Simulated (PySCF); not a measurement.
# TiOH2: structure of the singlet

Aim: relax TiOH2 as a singlet from a trigonal planar start, check by its vibrations whether the end is a minimum, and collect its spectrum and constants.

Program: PySCF 2.14.0. Level of theory: PBE0, basis Ti def2-TZVP, O def2-TZVP, H def2-TZVP, no relativity, density fitting. These are calculated values, not measurements.

## 1. Starting geometry

4 atoms, charge 0, spin multiplicity 1.

Bond lengths: Ti1–O2 1.740 Å, Ti1–H3 1.680 Å, Ti1–H4 1.680 Å. Angles: O2–Ti1–H3 120.0°, O2–Ti1–H4 120.0°, H3–Ti1–H4 120.0°.

Z-matrix (Å, degrees; charge 0 multiplicity 1):
```
Ti
O  1 1.7400
H  1 1.6800 2 120.00
H  1 1.6800 2 120.00 3 180.00
```

## 2. First SCF at the start

One driver script runs all steps and calls PySCF; scf.py shows how it sets up the SCF of each step. The optimiser is the driver's own. After this first run the driver tries any further starts and a stability analysis.

Input file scf.py:

```python
from pyscf import gto, scf, dft
mol = gto.M(atom='''
Ti     0.000000     0.000000     0.000000
O     -0.870000    -1.506900     0.000000
H      1.680000     0.000000     0.000000
H     -0.840000     1.454900     0.000000''',
    basis={'Ti': 'def2-TZVP', 'O': 'def2-TZVP', 'H': 'def2-TZVP'},
    charge=0, spin=0)
mf = dft.RKS(mol, xc='PBE0')
mf.grids.atom_grid = (50, 194)
aux = {'Ti': 'def2-universal-JKFIT', 'O': 'def2-universal-JKFIT', 'H': 'def2-universal-JKFIT'}
mf = mf.density_fit(auxbasis=aux)
mf.conv_tol = 1e-08
mf.diis_space = 10
mf.max_cycle = 60
mf.init_guess = 'minao'
mf.verbose = 4
mf.kernel()
```

On the command line:

```console
OMP_NUM_THREADS=2 python axn.py task.json out
```

The log of the run (excerpt; [...] marks lines left out):

```text
[... the frontier levels of the middle cycles are left out ...]
init E= -925.171978456569
  HOMO = -0.322814894764569  LUMO = -0.1506504366967  gap/eV = 4.68483
cycle= 1 E= -925.128701190687  delta_E= 0.0433  |g|= 1.41  |ddm|= 1.95
  HOMO = -0.397925002238743  LUMO = -0.335010817044697  gap/eV = 1.71198
cycle= 2 E= -910.099552015276  delta_E=   15  |g|= 8.35  |ddm|= 3.17
  HOMO = -0.188749797816106  LUMO = -0.18360648508992  gap/eV = 0.13996
cycle= 3 E= -922.997534917278  delta_E= -12.9  |g|= 3.74  |ddm|= 2.43
cycle= 4 E= -925.470433251794  delta_E= -2.47  |g|= 0.825  |ddm|= 1.08
cycle= 5 E= -925.519376681772  delta_E= -0.0489  |g|= 0.583  |ddm|= 0.182
cycle= 6 E= -925.570843935129  delta_E= -0.0515  |g|= 0.256  |ddm|= 0.143
cycle= 7 E= -925.582804095889  delta_E= -0.012  |g|= 0.0155  |ddm|= 0.104
cycle= 8 E= -925.582853958545  delta_E= -4.99e-05  |g|= 0.00534  |ddm|= 0.0111
cycle= 9 E= -925.582860249196  delta_E= -6.29e-06  |g|= 0.000553  |ddm|= 0.00335
cycle= 10 E= -925.582860532346  delta_E= -2.83e-07  |g|= 0.000285  |ddm|= 0.00131
cycle= 11 E= -925.582860566218  delta_E= -3.39e-08  |g|= 9.79e-05  |ddm|= 0.000399
cycle= 12 E= -925.582860568909  delta_E= -2.69e-09  |g|= 4.33e-05  |ddm|= 9.69e-05
  HOMO = -0.298643754706009  LUMO = -0.134857507634256  gap/eV = 4.45685
Extra cycle  E= -925.582860562557  delta_E= 6.35e-09  |g|= 0.000191  |ddm|= 9.48e-05
converged SCF energy = -925.582860562557
```

This step, with its further starts and checks, took 15 s on 2 threads, shared host.

The starts that the driver tried:

```csv
start,energy (Eh)
the minimal-basis guess,-925.582861
a thermally smeared density,-925.582861
a smeared PBE density,-925.582861
```

The test of internal stability and the other starts found no lower closed-shell solution.

## 3. Trigonal planar start, singlet: relaxation

The program finds C2v symmetry in the start, which this walk keeps. Threshold on the gradient: 0.0003 Eh/bohr, with a further test on the energy change.

scf.py: that of step 2 with these lines changed.

```diff
@@ -3,4 +3,4 @@
-Ti     0.000000     0.000000     0.000000
-O     -0.870000    -1.506900     0.000000
-H      1.680000     0.000000     0.000000
-H     -0.840000     1.454900     0.000000''',
+Ti     0.198137     0.343194     0.000000
+O     -0.671849    -1.163714    -0.000000
+H      1.878127     0.343212     0.000000
+H     -0.641884     1.798094     0.000000''',
@@ -16 +15,0 @@
-mf.init_guess = 'minao'
```

Energy and gradient, step by step:

```csv
step,energy (Eh),change (kJ/mol),largest symmetric gradient (Eh/bohr)
0,-925.582861,0.00,0.09708
1,-925.600641,-46.68,0.01091
2,-925.601803,-49.73,0.00830
3,-925.602631,-51.91,0.00666
4,-925.602744,-52.20,0.00210
5,-925.602766,-52.26,0.00113
6,-925.602783,-52.31,0.00037
7,-925.602783,-52.31,0.00009
```

The walk took 22 s.

Positions (Å) and forces (eV/Å) along the way:

```
step 0
Ti   0.198   0.343   0.000  -2.886  -4.990   0.000
O   -0.672  -1.164   0.000   2.746   4.749   0.000
H    1.878   0.343   0.000   0.558  -0.161   0.000
H   -0.642   1.798   0.000  -0.418   0.402   0.000
step 1
Ti   0.180   0.311   0.000  -0.321  -0.563   0.000
O   -0.621  -1.076   0.000   0.289   0.509   0.000
H    1.879   0.306   0.000   0.477  -0.239   0.000
H   -0.675   1.780   0.000  -0.444   0.293   0.000
step 4
Ti   0.199   0.344   0.000   0.066   0.106   0.000
O   -0.594  -1.028   0.000  -0.006   0.000   0.000
H    1.944   0.214   0.000  -0.073  -0.027   0.000
H   -0.787   1.791   0.000   0.014  -0.078   0.000
step 7
Ti   0.204   0.353   0.000   0.001  -0.006   0.000
O   -0.589  -1.020   0.000  -0.002   0.007   0.000
H    1.941   0.204   0.000   0.000   0.001   0.000
H   -0.794   1.784   0.000   0.001  -0.001   0.000
```

It settles in C2v symmetry, 52.3 kJ/mol below the start, after 7 steps: Ti–H 1.744 Å (×2), Ti–O 1.585 Å; H–Ti–H 129.7°, H–Ti–O 115.1° (×2).

## 4. Frequencies

On the finer grid the gradient is checked again; gradients at displacements of ±0.01 bohr then give force constants and infrared intensities.

scf.py: that of step 3 with these lines changed.

```diff
@@ -3,4 +3,4 @@
-Ti     0.198137     0.343194     0.000000
-O     -0.671849    -1.163714    -0.000000
-H      1.878127     0.343212     0.000000
-H     -0.641884     1.798094     0.000000''',
+Ti     0.180794     0.313154    -0.000000
+O     -0.611489    -1.059165     0.000000
+H      1.918673     0.165150     0.000000
+H     -0.816362     1.744171    -0.000000''',
@@ -10 +10 @@
-mf.grids.atom_grid = (50, 194)
+mf.grids.atom_grid = (75, 302)
@@ -13 +12,0 @@
-mf.conv_tol = 1e-08
```

This SCF starts from the last density.

Log of the central SCF (cycles and frontier levels):

```text
init E= -925.602813198015
  HOMO = -0.289607228923366  LUMO = -0.125300649785066  gap/eV = 4.47101
cycle= 1 E= -925.602813197743  delta_E= 2.71e-10  |g|= 4.19e-05  |ddm|= 2.35e-05
  HOMO = -0.289608714607724  LUMO = -0.125303468935163  gap/eV = 4.47097
cycle= 2 E= -925.602813194038  delta_E= 3.71e-09  |g|= 0.000151  |ddm|= 7.18e-05
  HOMO = -0.289607082570683  LUMO = -0.125298744050765  gap/eV = 4.47106
cycle= 3 E= -925.602813198029  delta_E= -3.99e-09  |g|= 1.23e-05  |ddm|= 5.8e-05
  HOMO = -0.289607403052692  LUMO = -0.125300309115691  gap/eV = 4.47102
cycle= 4 E= -925.602813198062  delta_E= -3.3e-11  |g|= 7.86e-08  |ddm|= 7.76e-06
  HOMO = -0.289607392597652  LUMO = -0.125300303516669  gap/eV = 4.47102
Extra cycle  E= -925.60281319806  delta_E= 1.14e-12  |g|= 2.11e-07  |ddm|= 1.42e-07
converged SCF energy = -925.60281319806
```

The whole step took 58 s.

Geometry: C2v; Ti–H 1.744 Å (×2), Ti–O 1.585 Å; H–Ti–H 129.7°, H–Ti–O 115.1° (×2).

Modes, for the most abundant isotopes:

| symmetry | ω (cm⁻¹) | IR (km/mol) | type |
| --- | --- | --- | --- |
| b1 | 410i | 658 | bend |
| b2 | 481 | 0.1 | bend |
| a1 | 676 | 62.6 | bend |
| a1 | 1124 | 294 | mixed |
| b2 | 1655 | 661 | stretch |
| a1 | 1709 | 193 | stretch |

With 1 mode imaginary (up to 410i cm⁻¹) this point is a saddle.

Properties at this point:

| Item | Value |
| --- | --- |
| Dipole moment | 1.53 D |
| Highest occupied level | -7.88 eV |
| Lowest empty level | -3.41 eV |
| Rotational constants | 3.354, 0.5164, 0.4475 cm⁻¹ |
| Zero-point energy (real modes) | 33.8 kJ/mol |
| Principal polarisabilities | 25.6, 44.0, 44.6 bohr³ |
| Atomisation energy without zero-point energy | 1152 kJ/mol |
| Principal traceless quadrupole moments about the centre of mass | -6.80, -3.58, 10.37 D Å |

Charges (e) and bond orders:

| atom | Mulliken | Löwdin | polar tensor | Mayer order to Ti1 |
| --- | --- | --- | --- | --- |
| Ti1 | 0.90 | 0.52 | 1.78 | – |
| O2 | -0.53 | -0.19 | -0.84 | 2.21 |
| H3,4 | -0.19 | -0.16 | -0.47 | 0.91 |

Mulliken populations on Ti1: s 6.40, p 12.49, d 2.18, f 0.03.

## 5. Following the imaginary mode

The atoms are moved a little along the softest imaginary mode and relaxed again.

The program finds Cs symmetry in the start, which this walk keeps. Threshold on the gradient: 0.0003 Eh/bohr, with a further test on the energy change.

scf.py: that of step 4 with these lines changed.

```diff
@@ -3,4 +3,4 @@
-Ti     0.180794     0.313154    -0.000000
-O     -0.611489    -1.059165     0.000000
-H      1.918673     0.165150     0.000000
-H     -0.816362     1.744171    -0.000000''',
+Ti     0.180810     0.313183     0.007403
+O     -0.611473    -1.059136    -0.007069
+H      1.918689     0.165179    -0.120000
+H     -0.816345     1.744200    -0.120000''',
@@ -10 +10 @@
-mf.grids.atom_grid = (75, 302)
+mf.grids.atom_grid = (50, 194)
@@ -12,0 +13 @@
+mf.conv_tol = 1e-08
```

The optimiser's trace:

```csv
step,energy (Eh),change (kJ/mol),largest symmetric gradient (Eh/bohr)
0,-925.603127,0.00,0.00382
1,-925.605617,-6.54,0.02342
2,-925.606691,-9.36,0.01546
3,-925.607134,-10.52,0.01025
4,-925.607498,-11.48,0.00944
5,-925.607928,-12.61,0.00654
6,-925.608261,-13.48,0.00186
7,-925.608308,-13.60,0.00061
8,-925.608317,-13.63,0.00039
9,-925.608320,-13.63,0.00031
10,-925.608321,-13.64,0.00022
```

The walk took 39 s.

It settles in Cs symmetry, 13.6 kJ/mol below the start, after 10 steps: Ti–H 1.721 Å (×2), Ti–O 1.583 Å; H–Ti–H 115.7°, H–Ti–O 107.1° (×2).

## 6. Frequencies

As before: finer grid, then central differences.

scf.py: that of step 5 with these lines changed.

```diff
@@ -3,4 +3,4 @@
-Ti     0.180810     0.313183     0.007403
-O     -0.611473    -1.059136    -0.007069
-H      1.918689     0.165179    -0.120000
-H     -0.816345     1.744200    -0.120000''',
+Ti     0.172611     0.298981     0.130050
+O     -0.584294    -1.012059    -0.332927
+H      1.787864     0.183799    -0.451820
+H     -0.734804     1.640214    -0.451820''',
@@ -10 +10 @@
-mf.grids.atom_grid = (50, 194)
+mf.grids.atom_grid = (75, 302)
@@ -13 +12,0 @@
-mf.conv_tol = 1e-08
```

Log of the central SCF (cycles and frontier levels):

```text
init E= -925.608355179373
  HOMO = -0.298151021763645  LUMO = -0.105688415781501  gap/eV = 5.23717
cycle= 1 E= -925.608355179271  delta_E= 1.01e-10  |g|= 2.87e-05  |ddm|= 3.13e-05
  HOMO = -0.298148407637848  LUMO = -0.105678611971447  gap/eV = 5.23737
cycle= 2 E= -925.608355178889  delta_E= 3.82e-10  |g|= 5.2e-05  |ddm|= 5.05e-05
  HOMO = -0.298150426985264  LUMO = -0.10568521229256  gap/eV = 5.23725
cycle= 3 E= -925.608355179353  delta_E= -4.64e-10  |g|= 2.34e-05  |ddm|= 3.45e-05
  HOMO = -0.298150097791933  LUMO = -0.105684841193923  gap/eV = 5.23725
cycle= 4 E= -925.608355179449  delta_E= -9.62e-11  |g|= 2.19e-07  |ddm|= 8.69e-06
  HOMO = -0.298150134468832  LUMO = -0.105684872398729  gap/eV = 5.23725
Extra cycle  E= -925.608355179449  delta_E= -4.55e-13  |g|= 4.32e-07  |ddm|= 3.02e-07
converged SCF energy = -925.608355179449
```

The whole step took 84 s on 2 threads, shared host.

Geometry: Cs; Ti–H 1.721 Å (×2), Ti–O 1.583 Å; H–Ti–H 115.6°, H–Ti–O 107.1° (×2).

Modes, for the most abundant isotopes:

| symmetry | ω (cm⁻¹) | IR (km/mol) |
| --- | --- | --- |
| a' | 420 | 258 |
| a'' | 531 | 5.3 |
| a' | 637 | 98.1 |
| a' | 1118 | 286 |
| a'' | 1694 | 473 |
| a' | 1734 | 170 |

No imaginary mode, so this is a minimum.

Properties at this point:

```
Dipole moment                                                   : 4.28 D
Highest occupied level                                          : -8.11 eV
Lowest empty level                                              : -2.88 eV
Rotational constants                                            : 3.148, 0.5141, 0.4685 cm⁻¹
Zero-point energy                                               : 36.7 kJ/mol
Principal polarisabilities                                      : 25.4, 44.1, 44.1 bohr³
Atomisation energy without zero-point energy                    : 1167 kJ/mol
Principal traceless quadrupole moments about the centre of mass : -4.50, -3.80, 8.30 D Å
Entropy at 298.15 K and 1 bar                                   : 254.1 J/(mol K)
Heat capacity Cp at 298.15 K                                    : 49.6 J/(mol K)
Enthalpy at 298.15 K above 0 K                                  : 11.65 kJ/mol
Rotational symmetry number                                      : 1
```

Populations by atom (charges in e):

```tsv
atom	Mulliken	Löwdin	polar tensor	Mayer order to Ti1
Ti1	0.86	0.44	1.59	–
O2	-0.52	-0.18	-0.80	2.26
H3,4	-0.17	-0.13	-0.40	0.93
```

Mulliken populations on Ti1: s 6.44, p 12.38, d 2.29, f 0.03.

## 7. Stability of the closed shell

At the lowest minimum the closed shell is tested against spin polarisation, on the (50, 194) grid. It is stable.

## 8. All stationary points

| spin | group | bonds | imaginary modes (cm⁻¹) | ΔE (kJ/mol) | with zero-point energy |
| --- | --- | --- | --- | --- | --- |
| singlet | Cs | Ti–H 1.721 Å (×2), Ti–O 1.583 Å | none | 0.0 | 0.0 |
| singlet | C2v | Ti–H 1.744 Å (×2), Ti–O 1.585 Å | 410i | 14.6 | – |

## 9. Density, ELF and potential

The plane holds Ti1 at (0.00, 0.00), O2 at (1.58, 0.00), H3 at (-0.51, 1.64) Å. Columns run from x = -2.55 to 3.75 Å, rows from y = 4.05 (top) to -1.95 Å, in steps of 0.3 Å.

Density (cut at 5 e/Å³):

Ten steps from '0' (0.000 e/Å³) to '9' (5.000 e/Å³), finer at the low end (step k begins (100^(k/10) - 1)/99 of the way up):
```
0000000000000000000000
0000000000000000000000
0000000000000000000000
0000000000000000000000
0000000000000000000000
0000011111000000000000
0000123332100000000000
0001235643210000000000
0001246864211000000000
0001246654321111000000
0001235554333332110000
0001134676545665320000
0000135899867897531000
0000137999978999631000
0000137999978999631000
0000125899867897531000
0000113567545665320000
0000011233223332210000
0000001111111111000000
0000000000000000000000
0000000000000000000000
```

ELF (0 where the density is under 0.005 e/Å³):

Ten even steps from '0' (0.00) to '9' (1.00):
```
0000000000000000000000
0000000000000000000000
0000000000000000000000
0000089987000000000000
0000999999800000000000
0009999999960000000000
0099999999961000000000
0099999999951000000000
0699999999831111000000
0599999999411233210000
0368999852013665431000
0123432354116787652100
0000003777627888864100
0000017854737227875200
0000027844737227875200
0000004778727888864100
0011000267316787652100
0022100001014665431000
0024421000002343210000
0004553100001111100000
0000554210000000000000
```

Highest occupied orbital at -8.11 eV (sign arbitrary; one member if degenerate):

Ten even steps from '0' (-0.76 Å^-3/2) to '9' (0.26 Å^-3/2):
```
7777777777777777777777
7777777777777777777777
7777777777777777777777
7777776667777777777777
7777666666677777777777
7776666666667777777777
7766655555666777777777
7766553345566677777777
7766542024566677777777
7766542234566667777777
7766554334566666777777
7766654445666666677777
7776665446776556677777
7777776637877546777777
7777777762567898777777
7777777620367898777777
7777787754567888777777
7777787766677777777777
7777787777777777777777
7777777777777777777777
7777777777777777777777
```

Along Ti1–O2 (1.583 Å) the density is least, 2.00 e/Å³, about 0.79 Å from Ti1; ELF there is 0.39.

Values on the line from Ti1 (at 0) through O2 (at 1.583 Å):

```csv
distance (Å),density (e/Å³),ELF,electrostatic potential (V)
-0.55,5.29,0.898,67.6
-0.40,10.5,0.722,158
-0.24,29.5,0.256,439
-0.08,534,0.422,2.46e+03
0.16,145,0.845,862
0.32,11.3,0.153,261
0.47,6.55,0.761,105
0.63,3.15,0.597,49.3
0.79,2,0.389,28.2
0.95,2.35,0.638,24.9
1.11,3.88,0.79,42.4
1.27,6.46,0.49,109
1.42,25.6,0.317,373
1.66,201,0.994,986
1.82,8.97,0.153,189
1.98,4.75,0.802,61.3
2.14,2.3,0.888,21.1
2.30,1.03,0.877,6.67
2.45,0.45,0.829,1.26
```

Making the fields took 3.4 s.

## 10. Outcome

```
                                 quantity                                                               value
                                  minimum                                                         singlet, Cs
                                 geometry  Ti–H 1.721 Å (×2), Ti–O 1.583 Å; H–Ti–H 115.6°, H–Ti–O 107.1° (×2)
                       wavenumbers (cm⁻¹)     420 (a'), 531 (a''), 637 (a'), 1118 (a'), 1694 (a''), 1734 (a')
                            dipole moment                                                              4.28 D
     highest occupied, lowest empty level                                                     -8.11, -2.88 eV
               polar-tensor charge of Ti1                                                             +1.59 e
                        zero-point energy                                                         36.7 kJ/mol
                      entropy at 298.15 K                                                     254.1 J/(mol K)
atomisation energy (no zero-point energy)                                                         1167 kJ/mol
```

**Reading.** From C2v at the start the molecule goes to a Cs minimum, after a stop at a saddle point 14.6 kJ/mol higher, from which it was pushed off along an imaginary mode. The strongest infrared band lies at 1694 cm⁻¹ (a'', stretch). Other starts or spin states, not run here, may lie lower.

The search up to here took 3.7 min on 2 threads, shared host.
